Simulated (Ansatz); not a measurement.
# BFH6Si3: the cost of one run

Program: Ansatz 0.2.0. Level of theory: RKS PBE0-D4/def2-SVP. These are calculated values, not measurements.

## (1) The starting structure

Bond lengths: B1–Si2 1.899 Å, Si2–Si3 2.215 Å, Si2–Si4 2.172 Å, Si3–Si4 2.128 Å, Si4–F5 1.718 Å, B1–H6 1.205 Å, B1–H7 1.202 Å, Si2–H8 1.490 Å, Si3–H9 1.466 Å, Si3–H10 1.506 Å, Si4–H11 1.492 Å. Angles (14 of 21 angles, heavy atoms first): B1–Si2–Si3 109.6°, B1–Si2–Si4 115.8°, Si3–Si2–Si4 58.0°, Si2–Si3–Si4 60.0°, Si2–Si4–Si3 62.0°, Si2–Si4–F5 113.6°, Si3–Si4–F5 114.8°, B1–Si2–H8 120.7°, Si3–Si2–H8 111.9°, Si4–Si2–H8 121.7°, Si2–B1–H6 123.0°, Si2–B1–H7 121.3°, Si2–Si3–H9 115.9°, Si2–Si3–H10 114.9°.

As a file:

```xyz
11

B     0.1707    2.0226   -0.3716
Si    0.2573    0.2033   -0.9092
Si    0.8421   -1.0533    0.8188
Si   -1.1466   -1.1369    0.0655
F    -2.3160   -0.3276    1.0286
H     0.7698    2.9021   -0.9364
H    -0.5720    2.3802    0.5028
H     0.9809   -0.1893   -2.1509
H     1.6975   -2.2041    0.5122
H     1.0225   -0.3069    2.1145
H    -1.6408   -2.3473   -0.6538
```

## (2) Relaxing end A

The input, input.yaml:

```yaml
crystal:
  periodic: [false, false, false]
  atoms:
    - { symbol: B, position_ang: [0.1707, 2.0226, -0.3716] }
    - { symbol: Si, position_ang: [0.2573, 0.2033, -0.9092] }
    - { symbol: Si, position_ang: [0.8421, -1.0533, 0.8188] }
    - { symbol: Si, position_ang: [-1.1466, -1.1369, 0.0655] }
    - { symbol: F, position_ang: [-2.316, -0.3276, 1.0286] }
    - { symbol: H, position_ang: [0.7698, 2.9021, -0.9364] }
    - { symbol: H, position_ang: [-0.572, 2.3802, 0.5028] }
    - { symbol: H, position_ang: [0.9809, -0.1893, -2.1509] }
    - { symbol: H, position_ang: [1.6975, -2.2041, 0.5122] }
    - { symbol: H, position_ang: [1.0225, -0.3069, 2.1145] }
    - { symbol: H, position_ang: [-1.6408, -2.3473, -0.6538] }
basis:
  gaussian: { orbitals: def2-SVP }
hamiltonian:
  xc: pbe0
  dispersion: d4
relax:
  f_tol: 0.02
  max_steps: 50
output:
  orbitals: {}
```

Launch:

```
> ansatz run input.yaml --threads 2 --pin off --max-ram 3072MiB --backend cpu --events-out ev --progress --plain --runs-dir out
```

Q: Estimate wall time and peak memory on 2 threads of Intel Xeon Platinum 8175M at 2.50GHz (Skylake/Cascade Lake), shared host.

About 1.9 min, with a peak of 0.28 GiB.
